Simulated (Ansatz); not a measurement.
# AsGeH3: the cost of one run

Program: Ansatz 0.2.0, Gaussian basis. Level of theory: the settings change from run to run. These are calculated values, not measurements.

22 further runs of the same task are left out: 9 that didn't finish, 13 set aside as unsound or not needed. Runs told in other sessions of the task aren't counted.

## (1) What is computed

The geometry is a PBE0/def2-TZVP stationary point (not a proven minimum) with its atoms shifted at random (size 0.040 Å). No spin-orbit coupling is included. The filled d shell of Ge, As may be among the frozen orbitals whatever the setting's name suggests.

5 atoms, charge 0, spin multiplicity 3.

Atoms are counted from 1 here; the program's logs count them from 0.

Bond lengths: Ge1–As2 2.434 Å, Ge1–H3 1.517 Å, Ge1–H4 1.489 Å, As2–H5 1.525 Å. Angles: As2–Ge1–H3 108.2°, As2–Ge1–H4 109.9°, H3–Ge1–H4 105.1°, Ge1–As2–H5 96.7°.

## (2) NEVPT2(2,6)/6-31G

Input file in.yaml:

```yaml
crystal:
  periodic: [false, false, false]
  atoms:
    - {symbol: Ge, position_ang: [0.001128, -0.048698, 1.220709]}
    - {symbol: As, position_ang: [0.000295, 0.047918, -1.210917]}
    - {symbol: H, position_ang: [-1.196298, 0.733213, 1.726681]}
    - {symbol: H, position_ang: [1.190039, 0.670397, 1.756484]}
    - {symbol: H, position_ang: [-0.096903, -1.455854, -1.447791]}
basis:
  gaussian: {orbitals: 6-31G}
magnetization: {spin_polarized: false, initial_magnetization: 2}
correlation: {method: sc_nevpt2, electrons: outside_noble_gas, active_space: {window: {electrons: 2, orbitals: 6}, states: [{multiplicity: 3, weights: [1, 1]}], root: 0}}
scf: {lower_state_search: full}
```

Command:

```
ansatz run in.yaml --threads 1 --pin off --events-out ev --progress --plain --max-ram 2393MiB
```

**Question.** How long does this run take on 1 thread of Arm Neoverse V2, shared host, and how much memory does it need?

About 22 s, with a peak of 0.27 GiB.
